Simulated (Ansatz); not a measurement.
# NaZnGaC6N6: the cost of one run

Computed with Ansatz 0.2.0 (DFT PBE, scalar-relativistic, plane waves, PAW, unless a step's input says otherwise).

## Step 1: The system as given

The structure is cubic, space group F-43m (No. 216). Conventional cell: a = 10.147 Å, b = 10.147 Å, c = 10.147 Å, α = 90.00°, β = 90.00°, γ = 90.00°. Na (site symmetry -43m) has 12 N at 3.63 Å and 12 C at 3.64 Å in its first shell of neighbours. Zn (site symmetry -43m) has 6 N at 2.01 Å in its first shell of neighbours. Around Ga (site symmetry -43m) lie 6 C at 1.90 Å. C (site symmetry 2mm) is surrounded by 1 N at 1.17 Å and 1 Ga at 1.90 Å. Around N (site symmetry 2mm) lie 1 C at 1.17 Å and 1 Zn at 2.01 Å.

Coordinates:

```
Na Zn Ga C N
1.0
     0.00000    5.07350    5.07350
     5.07350    0.00000    5.07350
     5.07350    5.07350    0.00000
Na Zn Ga C N
1 1 1 6 6
Direct
  0.75000 0.75000 0.75000
  0.50000 0.50000 0.50000
  0.00000 0.00000 0.00000
  0.81315 0.18685 0.18685
  0.18685 0.18685 0.81315
  0.81315 0.18685 0.81315
  0.18685 0.81315 0.81315
  0.81315 0.81315 0.18685
  0.18685 0.81315 0.18685
  0.69784 0.30216 0.30216
  0.30216 0.30216 0.69784
  0.69784 0.30216 0.69784
  0.30216 0.69784 0.69784
  0.69784 0.69784 0.30216
  0.30216 0.69784 0.30216
```

Recipe of the guess: cyanide-bridged rock-salt net of two metals, 1 guest cations a cell (F-43m, No. 216). The dimensions are guesses.

## Step 2: Probe: one point on a coarse mesh

input.yaml

```yaml
crystal:
  lattice:
    - [0.0, 5.0735, 5.0735]
    - [5.0735, 0.0, 5.0735]
    - [5.0735, 5.0735, 0.0]
  atoms:
    - { symbol: Na, position: [0.75, 0.75, 0.75] }
    - { symbol: Zn, position: [0.5, 0.5, 0.5] }
    - { symbol: Ga, position: [0.0, 0.0, 0.0] }
    - { symbol: C, position: [0.81314674, 0.18685326, 0.18685326] }
    - { symbol: C, position: [0.18685326, 0.18685326, 0.81314674] }
    - { symbol: C, position: [0.81314674, 0.18685326, 0.81314674] }
    - { symbol: C, position: [0.18685326, 0.81314674, 0.81314674] }
    - { symbol: C, position: [0.81314674, 0.81314674, 0.18685326] }
    - { symbol: C, position: [0.18685326, 0.81314674, 0.18685326] }
    - { symbol: "N", position: [0.69784173, 0.30215827, 0.30215827] }
    - { symbol: "N", position: [0.30215827, 0.30215827, 0.69784173] }
    - { symbol: "N", position: [0.69784173, 0.30215827, 0.69784173] }
    - { symbol: "N", position: [0.30215827, 0.69784173, 0.69784173] }
    - { symbol: "N", position: [0.69784173, 0.69784173, 0.30215827] }
    - { symbol: "N", position: [0.30215827, 0.69784173, 0.30215827] }
basis:
  ecutwfc: 420
kpoints:
  mp_grid: { grid: [4, 4, 4] }
hamiltonian:
  xc: pbe
scf:
  occupations: { method: gaussian, width: 0.1 }
  lower_state_search: "off"
output:
  forces: true
  stress: true
  eigenvalues: true
```

Run with:

```bash
> ansatz run input.yaml --threads 1 --pin off --max-ram 2560MiB --backend cpu --events-out ev --progress --plain --runs-dir out
```

**Question.** How long does this run take on 1 thread of AMD EPYC 9R45 (Zen 5), shared host, and how much memory does it need?

About 3.9 s, with a peak of 0.56 GiB.
